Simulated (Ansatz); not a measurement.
# BiW (zincblende): how the settings move a single-point run

How sensitive is a single-point run of BiW (zincblende) to its settings? A reference run comes first, then five runs with altered input.

Program: Ansatz 0.2.0. Level of theory: reference: DFT r2SCAN, scalar-relativistic, plane waves, PAW. These are calculated values, not measurements.

2 further runs of the same task are left out: 1 that didn't finish, 1 set aside as unsound or not needed. Runs told in other sessions of the task aren't counted.

### Step 1. The starting structure

Symmetry: F-43m, No. 216, cubic system. Conventional cell: a = 6.288 Å, b = 6.288 Å, c = 6.288 Å, α = 90.00°, β = 90.00°, γ = 90.00°. W (site symmetry -43m) is surrounded by 4 Bi at 2.72 Å. Bi (site symmetry -43m) is surrounded by 4 W at 2.72 Å.

As a file:

```cif
data_structure
_symmetry_space_group_name_H-M 'P 1'
_symmetry_Int_Tables_number 1
_cell_length_a 4.4460
_cell_length_b 4.4460
_cell_length_c 4.4460
_cell_angle_alpha 60.000
_cell_angle_beta 60.000
_cell_angle_gamma 60.000
_cell_volume 62.14
loop_
_atom_site_label
_atom_site_type_symbol
_atom_site_fract_x
_atom_site_fract_y
_atom_site_fract_z
_atom_site_occupancy
W1 W 0.00000 0.00000 0.00000 1
Bi1 Bi 0.25000 0.25000 0.25000 1
```

### Step 2. Reference

Input file input.yaml:

```yaml
crystal:
  lattice:
    - [0.0, 3.1437678557, 3.1437678557]
    - [3.1437678557, 0.0, 3.1437678557]
    - [3.1437678557, 3.1437678557, 0.0]
  atoms:
    - { symbol: W, position: [0.0, 0.0, 0.0] }
    - { symbol: Bi, position: [0.25, 0.25, 0.25] }
basis:
  ecutwfc: 500
  ecutrho_ratio: 4
kpoints:
  mp_grid: { grid: [10, 10, 10] }
hamiltonian:
  xc: r2scan
scf:
  occupations: { method: gaussian, width: 0.05 }
output:
  forces: true
  stress: true
  eigenvalues: true
```

On the command line:

```bash
$ ansatz run input.yaml --threads 2 --pin off --max-ram 2662MiB --backend cpu --events-out ev --progress --plain --runs-dir out
```

### Step 3. Changing settings: mp_grid.grid [8, 8, 8], dispersion d3bjatm

Changes to input.yaml since step 2:

```diff
@@ -12,5 +12,6 @@
 kpoints:
-  mp_grid: { grid: [10, 10, 10] }
+  mp_grid: { grid: [8, 8, 8] }
 hamiltonian:
   xc: r2scan
+  dispersion: d3bjatm
 scf:
@@ -20,2 +21 @@
   stress: true
-  eigenvalues: true
```

### Step 4. Changed: occupations.method cold, occupations.width 0.1

Changes to input.yaml since step 2:

```diff
@@ -16,3 +16,3 @@
 scf:
-  occupations: { method: gaussian, width: 0.05 }
+  occupations: { method: cold, width: 0.1 }
 output:
@@ -20,2 +20 @@
   stress: true
-  eigenvalues: true
```

### Step 5. Variant: xc rpbe, hubbard.sites [{species: W, l: d, u_eff: 8.0}], hubbard.double_counting fll, lower_state_search light

Changes to input.yaml since step 2:

```diff
@@ -14,5 +14,7 @@
 hamiltonian:
-  xc: r2scan
+  xc: rpbe
+  hubbard: { sites: [{ species: W, l: d, u_eff: 8.0 }], double_counting: fll }
 scf:
   occupations: { method: gaussian, width: 0.05 }
+  lower_state_search: light
 output:
@@ -20,2 +22,5 @@
   stress: true
-  eigenvalues: true
+  write_density: true
+  write_potential: true
+  elf: true
+  volumetric_format: npy
```

### Step 6. Variant: dispersion d3bjatm

Changes to input.yaml since step 2:

```diff
@@ -15,2 +15,3 @@
   xc: r2scan
+  dispersion: d3bjatm
 scf:
@@ -20,2 +21 @@
   stress: true
-  eigenvalues: true
```

### Step 7. Changed: hubbard.sites [{species: W, l: d, u_eff: 4.0}], hubbard.double_counting fll, pseudopotentials.kind paw, pseudopotentials.source jth

Changes to input.yaml since step 2:

```diff
@@ -15,2 +15,4 @@
   xc: r2scan
+  hubbard: { sites: [{ species: W, l: d, u_eff: 4.0 }], double_counting: fll }
+  pseudopotentials: { kind: paw, source: jth }
 scf:
@@ -20,2 +22 @@
   stress: true
-  eigenvalues: true
```

Before running it: what results should come out? Wanted: for each run, ending; energy change; pressure; gap; force.

As calculated:

```tsv
run	ending	energy change	pressure (GPa)	gap (eV)	force (eV/Å)	cycles	time
reference	converged	0	0.0	0.00	0.00	8	7.1 s
1: mp_grid.grid [8, 8, 8], dispersion d3bjatm	converged	-199.3 meV/atom (dispersion and other settings together)	-0.9	0.00	0.00	8	4.7 s
2: occupations.method cold, occupations.width 0.1	converged	-0.7 meV/atom (σ→0)	0.0	0.00	0.00	8	6.8 s
3: xc rpbe, hubbard.sites [{species: W, l: d, u_eff: 8.0}], hubbard.double_counting fll, lower_state_search light	converged	not comparable	14.3	0.00	0.00	14	7.9 s
4: dispersion d3bjatm	converged	-201.5 meV/atom (offset of the dispersion model)	-0.9	0.00	0.00	8	7 s
5: hubbard.sites [{species: W, l: d, u_eff: 4.0}], hubbard.double_counting fll, pseudopotentials.kind paw, pseudopotentials.source jth	converged	not comparable	7.2	0.00	0.00	23	16 s
```

Times don't compare one to one where runs were asked for different outputs or read a saved state (see the inputs); cycles may leave out searches for a lower state.

Residual by cycle in the longest SCF loop of each run; runs are numbered as in the table. The quantity is the density residual dr2, in eV.

```tsv
cycle	reference	run 1	run 2	run 3	run 4	run 5
1	0.022	0.022	0.0214	1.7	0.022	1.1
3	0.00263	0.00255	0.00212	0.142	0.00263	0.0851
5	3.6e-4	3.9e-4	2.0e-4	0.231	3.6e-4	0.0108
7	8.4e-7	1.1e-6	4.3e-7	0.0269	8.4e-7	0.00787
9	-	-	-	0.00328	-	0.00747
11	-	-	-	1.7e-4	-	0.011
13	-	-	-	2.0e-6	-	0.0192
15	-	-	-	-	-	0.0417
17	-	-	-	-	-	0.00812
19	-	-	-	-	-	8.4e-4
21	-	-	-	-	-	1.7e-6
23	-	-	-	-	-	1.5e-8
```

**Reading.** «occupations.method cold, occupations.width 0.1» moves the energy by -0.7 meV/atom. Run 5 ran under the cutoff that the potentials recommend, as the log warns, so basis error is mixed into its values, and swamps them where the cutoff is far short. A changed U is a change of model: its shifts are not errors of convergence.
